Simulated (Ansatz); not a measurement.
I need a single point in a Gaussian basis of HZn (charge +1). Use Ansatz's Python interface. Level of theory: PBE, 6-31G* basis, multiplicity 1.

```
atom   x (Å)   y (Å)   z (Å)
  Zn  0.0000  0.0000  0.0000
   H  0.0000  0.0000  1.6100
```

Script `hzn.py`:
```python
'''Electronic structure of the HZn(+) molecule.'''

import sys

import ansatz as az
import numpy as np


def main() -> None:
    hzn = (
        az.Crystal.molecule()
        .atom('Zn', (0.0, 0.0, 0.0))
        .atom('H', (0.0, 0.0, 1.61))
    )

    calculation = (
        hzn.calculation()
        .basis(gaussian='6-31G*')
        .functional('pbe')
        .charge(1)
        .forces()
    )
    try:
        r = calculation.run(threads=1).report
    except az.AnsatzError as error:
        sys.exit(f'{type(error).__name__}: {error}')

    for key in ('converged', 'free_energy_ev', 'reference_energy_ev', 'n_frozen', 'n_occupied', 'n_virtual'):
        print(f'{key:22s} {r[key]}')

    symbols = [site.symbol for site in hzn.cartesian_sites]
    forces = np.array(r['forces_ev_ang'])
    print('largest force', round(float(np.linalg.norm(forces, axis=1).max()), 4), 'eV/A, rms', round(float(np.sqrt((forces ** 2).mean())), 4))

    charges = r['charge_distribution']
    dipole = np.array(charges['dipole_moment_e_ang']) * 4.803205
    print('dipole (D): {:.3f} {:.3f} {:.3f}, length {:.3f}'.format(*dipole, np.linalg.norm(dipole)))
    print('atom  Mulliken   Lowdin')
    for symbol, m, l in zip(symbols, charges['mulliken_charges_e'], charges['lowdin_charges_e']):
        print(f'{symbol:4s} {m:9.3f} {l:8.3f}')


if __name__ == '__main__':
    main()
```

Output of `python hzn.py`:
```text
converged              True
free_energy_ev         -48409.74462732023
reference_energy_ev    -48409.74462732023
n_frozen               0
n_occupied             [15, 15]
n_virtual              [23, 23]
largest force 1.1211 eV/A, rms 0.6473
dipole (D): 0.000 0.000 -1.523, length 1.523
atom  Mulliken   Lowdin
Zn       0.922    0.933
H        0.078    0.067
```

Total energies depend on the basis set; only differences at equal settings carry meaning. The geometry is a force-field or estimated start, not a minimum of this method, and the basis set is short of its limit. The Löwdin charges here are taken after orthogonalising the functions within each atom; they differ from plain Löwdin charges, and their signs can be unphysical. An ion's dipole depends on the origin; the program takes it about the centre of nuclear charge. Timing: 1.1 s on 1 thread of Arm Neoverse V1, on a shared host, peak memory 0.15 GiB.

(Lines on the test bed's own set-up are left out of the output.)
